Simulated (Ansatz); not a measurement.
# In2Sb2Cl: the cost of one run

Computed with Ansatz 0.2.0 (DFT PBE+D3(BJ), scalar-relativistic, plane waves, PAW, unless a step's input says otherwise).

7 further runs of the same task are left out: 7 set aside as unsound or not needed. Runs told in other sessions of the task aren't counted.

## 1. The system as given

The structure is trigonal, space group P3m1 (No. 156). The conventional cell has a = 4.629 Å, b = 4.629 Å, c = 22.015 Å, α = 90.00°, β = 90.00°, γ = 120.00°. Sb (site symmetry 3m) is surrounded by 3 In at 2.83 Å. In (site symmetry 3m) has 4 Sb at 2.83 to 3.00 Å in its first shell of neighbours. Sb (site symmetry 3m) has 4 In at 2.78 to 3.00 Å in its first shell of neighbours. Around In (site symmetry 3m) lie 1 Cl at 2.50 Å and 3 Sb at 2.78 Å. Cl (site symmetry 3m) is surrounded by 1 In at 2.50 Å.

Coordinates:

```xyz
5
Lattice="4.6294 0.0000 0.0000 -2.3147 4.0092 0.0000 0.0000 0.0000 22.0152" Properties=species:S:1:pos:R:3 pbc="T T T"
Sb    0.0000    0.0000    4.0000
In    0.0000    2.6728    4.9450
Sb    0.0000    2.6728    7.9460
In    2.3147    1.3364    8.7152
Cl    2.3147    1.3364   11.2152
```

This is the geometry of the first run shown, built on a cell relaxed beforehand with the same method.

## 2. The scan

Atoms count from 1 in the order of the input.

Cl is moved over the surface cell at a fixed height above a rigid substrate; the origin of the map has the adsorbate above In4; the height is held at 2.50 Å.

- position of Cl5 along the first surface vector, from above In4: 9 values from 0.000 to 0.889, periodic
- position of Cl5 along the second surface vector, from above In4: 9 values from 0.000 to 0.889, periodic

Nothing else is relaxed. Points are written as (first, second).

The two vectors of the plane (Å): (4.629, 0.000, 0.000); (-2.315, 4.009, 0.000).

## 3. Point (0/9, 0/9) of the map's two axes

A dipole layer in the vacuum cancels the field that periodic copies would set up if the slab's two faces differ.

File input.yaml:

```yaml
crystal:
  lattice:
    - [4.6293886023, 0.0, 0.0]
    - [-2.3146943012, 4.0091681336, 0.0]
    - [0.0, 0.0, 22.0151773295]
  atoms:
    - { symbol: Sb, position: [0.0, 0.0, 0.1816928358] }
    - { symbol: In, position: [0.3333333333, 0.6666666667, 0.2246164052] }
    - { symbol: Sb, position: [0.3333333333, 0.6666666667, 0.3609342971] }
    - { symbol: In, position: [0.6666666667, 0.3333333333, 0.3958713209] }
    - { symbol: Cl, position: [0.6666666667, 0.3333333333, 0.5094293433] }
basis:
  ecutwfc: 420
kpoints:
  mp_grid: { grid: [6, 6, 1] }
hamiltonian:
  xc: pbe
  pseudopotentials: { kind: paw, azcp: { folder: soft_1 } }
  dispersion: d3bj
scf:
  occupations: { method: gaussian, width: 0.1 }
output:
  forces: true
  eigenvalues: true
efield:
  axis: 3
  dipole_correction: true
  ramp_width: 0.04
```

Launch:

```bash
> ansatz run input.yaml --threads 1 --pin off --max-ram 3072MiB --backend cpu --events-out ev --progress --plain --runs-dir out
```

**Question.** How long does this run take on 1 thread of Arm Neoverse V1, shared host, and how much memory does it need?

About 13 s, with a peak of 0.49 GiB.
